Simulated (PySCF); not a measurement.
**Cr: dipole response in aug-cc-pVQZ-DK**

Aim: the static polarisability and the C₆ coefficient of Cr, method by method.

Method: unrestricted determinants in a Gaussian basis, no spin-orbit coupling in the energies. Code: PySCF 2.14.0.

## (1) What is computed

| Item | Value |
| --- | --- |
| Element | chromium (Z = 24) |
| Basis | aug-cc-pVQZ-DK |
| Hamiltonian | the spin-free X2C one-electron Hamiltonian (Gaussian nucleus) |
| State 1 | Cr: [Ar] 3d4 4s2, high-spin 5D determinant (an excited configuration) |
| Methods | PBE |

The outer shells:

Cr [Ar] 3d4 4s2
```
[Ar] core
3d [↑ ][↑ ][↑ ][↑ ][  ]
4s [↑↓]
```

One driver process ran all states and methods and kept the integrals in memory. Each run is shown as a PySCF script that sums up its settings (the driver passes frozen orbitals as a list and adds second-order terms of double hybrids); the logs are those of the runs themselves. The driver starts from symmetry-adapted Hartree-Fock orbitals, holds the occupation by maximum overlap and uses a logarithmic radial grid for functionals, so a plain start would take other cycles.

The integrals over 140 functions and the set-up took 15 s of CPU time.

## (2) Cr [Ar] 3d4 4s2: PBE

PBE:

input.py reads:

```python
from pyscf import gto, scf, dft, mp, cc
import basis_set_exchange as bse
mol = gto.M(atom="Cr 0 0 0", charge=0, spin=4, symmetry="D2h",
            basis=gto.basis.parse(bse.get_basis("aug-cc-pVQZ-DK", elements=["Cr"], fmt="nwchem")),
            nucmod="G")
mf = dft.UKS(mol, xc="PBE").sfx2c1e()
mf.irrep_nelec = {'Ag': (5, 4), 'B1g': (1, 0), 'B2g': (1, 0), 'B3g': (1, 0), 'B1u': (2, 2), 'B2u': (2, 2), 'B3u': (2, 2)}
mf.kernel()
```

Output:

```text
damping factor = 0
level_shift factor = 0
DIIS = <class 'pyscf.scf.diis.CDIIS'>
diis_start_cycle = 1
diis_space = 10
diis_damp = 0
SCF conv_tol = 1e-09
SCF conv_tol_grad = None
number electrons alpha = 14  beta = 10
XC functionals = PBE
    J. P. Perdew, K. Burke, and M. Ernzerhof.,  Phys. Rev. Lett. 77, 3865 (1996)
    J. P. Perdew, K. Burke, and M. Ernzerhof.,  Phys. Rev. Lett. 78, 1396 (1997)
    J. P. Perdew, K. Burke, and M. Ernzerhof.,  Phys. Rev. Lett. 77, 3865 (1996)
    J. P. Perdew, K. Burke, and M. Ernzerhof.,  Phys. Rev. Lett. 78, 1396 (1997)
cycle= 1 E= -1050.49524124683  delta_E= -0.0198  |g|= 0.0713  |ddm|= 1.36
cycle= 2 E= -1050.49338400552  delta_E= 0.00186  |g|= 0.114  |ddm|= 0.287
cycle= 3 E= -1050.49656711114  delta_E= -0.00318  |g|= 0.00472  |ddm|= 0.159
cycle= 4 E= -1050.49658327852  delta_E= -1.62e-05  |g|= 0.00121  |ddm|= 0.0197
cycle= 5 E= -1050.49658797192  delta_E= -4.69e-06  |g|= 0.000577  |ddm|= 0.0134
cycle= 6 E= -1050.49658845368  delta_E= -4.82e-07  |g|= 6.33e-05  |ddm|= 0.0055
cycle= 7 E= -1050.49658845666  delta_E= -2.98e-09  |g|= 9.77e-06  |ddm|= 0.000332
cycle= 8 E= -1050.49658845669  delta_E= -3.43e-11  |g|= 2.4e-06  |ddm|= 1.7e-05
converged SCF energy = -1050.49658845669  <S^2> = 6.0095589  2S+1 = 5.0038221
```

It used 86 s of CPU time after the integrals (shared host).

Orbital energies by shell (radii are means over both spins):

| shell | electrons | mean orbital energy (eV) | spread (eV) | rms radius (bohr) |
| --- | --- | --- | --- | --- |
| 1s α | 1 | -5880.2 | 0 | 0.0734 |
| 1s β | 1 | -5880.2 | 0 | 0.0734 |
| 2s α | 1 | -671.23 | 0 | 0.318 |
| 2s β | 1 | -669.79 | 0 | 0.318 |
| 2p α | 3 | -564.71 | 0.466 | 0.288 |
| 2p β | 3 | -563.60 | 0.746 | 0.288 |
| 3s α | 1 | -79.037 | 0 | 0.965 |
| 3s β | 1 | -75.193 | 0 | 0.965 |
| 3p α | 3 | -50.349 | 0.624 | 1.04 |
| 3p β | 3 | -46.562 | 1.544 | 1.04 |
| 3d α | 4 | -7.069 | 0.950 | 1.49 |
| 4s α | 1 | -5.224 | 0 | 3.50 |
| 4s β | 1 | -4.370 | 0 | 3.50 |

⟨S²⟩ = 6.010, ⟨L²⟩ = 6.12.

The driver then solved the coupled dipole response at imaginary frequencies: mean α = 80.12 bohr³ (xx, yy, zz: 82.56, 82.56, 75.26), C₆ = 802.2 au for a like pair.

Radial density 4πr²ρ of Cr at PBE:

| r (bohr) | density | spin density |
| --- | --- | --- |
| 0.00109 | 0.190 | 0.000 |
| 0.00184 | 0.483 | 0.000 |
| 0.00309 | 1.20 | 0.000 |
| 0.00520 | 2.90 | 0.000 |
| 0.00874 | 6.56 | 0.000 |
| 0.0147 | 13.4 | 0.001 |
| 0.0247 | 22.8 | 0.001 |
| 0.0416 | 28.7 | 0.001 |
| 0.0700 | 24.7 | 0.001 |
| 0.118 | 23.0 | 0.019 |
| 0.198 | 31.4 | 0.165 |
| 0.333 | 19.0 | 0.859 |
| 0.560 | 10.8 | 2.394 |
| 0.942 | 11.9 | 2.891 |
| 1.58 | 3.43 | 1.500 |
| 2.67 | 1.09 | 0.359 |
| 4.48 | 0.309 | -0.001 |
| 7.54 | 0.0158 | -0.004 |
| 12.7 | 3.97e-05 | 0.000 |

## (3) The response side by side

Cr [Ar] 3d4 4s2, in atomic units:

| method | mean α | C₆ (like pair) | S(−4) |
| --- | --- | --- | --- |
| PBE | 80.12 | 802.2 | 3806 |

α(iu) at PBE:

| u (hartree) | α(iu) (bohr³) |
| --- | --- |
| 0 | 80.12 |
| 0.0500 | 71.97 |
| 0.100 | 56.52 |
| 0.200 | 32.54 |
| 0.300 | 20.27 |
| 0.500 | 10.28 |
| 0.750 | 5.925 |
| 1.00 | 4.034 |
| 1.50 | 2.353 |
| 2.00 | 1.589 |
| 3.00 | 0.8863 |
| 5.00 | 0.4002 |

## (4) Results

| quantity | value |
| --- | --- |
| α of Cr [Ar] 3d4 4s2 | 80.12 (PBE) bohr³ |

**Reading.** A single London oscillator with the computed α and C₆ of Cr [Ar] 3d4 4s2 at PBE would have ω = 4 C₆ / (3 α²) = 0.167 hartree. The basis is finite, and no extrapolation was made.
